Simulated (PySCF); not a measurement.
# C5H15BN2: the cost of one run

Computed with PySCF 2.14.0 and routines of our own; the level stands in each step. Atoms count from 0.

### Step 1. The starting structure

23 atoms, charge 0, multiplicity 1; geometry from: GFN2-xTB.

### Step 2. Magnetic properties: GIAO HF/pcSseg-1

Job settings and geometry (Å):

```
{"job": {"kind": "mag", "xc": "HF", "basis": "pcSseg-1", "isotopologues": 2}, "charge": 0, "multiplicity": 1}
B     -1.320956     1.201650    -1.069710
N     -1.105331    -0.087966    -0.057013
C     -2.381470    -0.380063     0.589189
C     -0.680359    -1.251969    -0.827708
C     -0.114521     0.196684     0.992065
C      1.261717     0.458767     0.467033
N      2.211044    -0.291768     0.801120
C      3.537784    -0.035717     0.338536
H     -2.255251     0.926154    -1.756901
H     -1.532916     2.142828    -0.367959
H     -0.325155     1.321592    -1.712286
H     -2.720588     0.497737     1.134625
H     -3.122561    -0.612648    -0.171535
H     -2.291147    -1.225056     1.278984
H     -1.417237    -1.455296    -1.601210
H     -0.569352    -2.129837    -0.184314
H      0.271961    -1.040606    -1.307803
H     -0.056864    -0.649633     1.688937
H     -0.448807     1.088017     1.530089
H      1.373249     1.330436    -0.185155
H      3.897517    -0.931098    -0.169958
H      4.174458     0.126647     1.209092
H      3.610032     0.828130    -0.335098
```

With the program's defaults for keys left out, this is: GIAO HF/pcSseg-1 magnetisability, rotational g tensor and spin-rotation constants, non-relativistic, gas phase.

The run is started by

```
$ OMP_NUM_THREADS=1 python excited_run.py task.json out
```

One launch serves the whole session: the jobs run in the order shown.

Q: Estimate the wall time and peak memory of this first job on 1 thread of Arm Neoverse V1, shared host.

About 24 s, with a peak of 1 GiB.
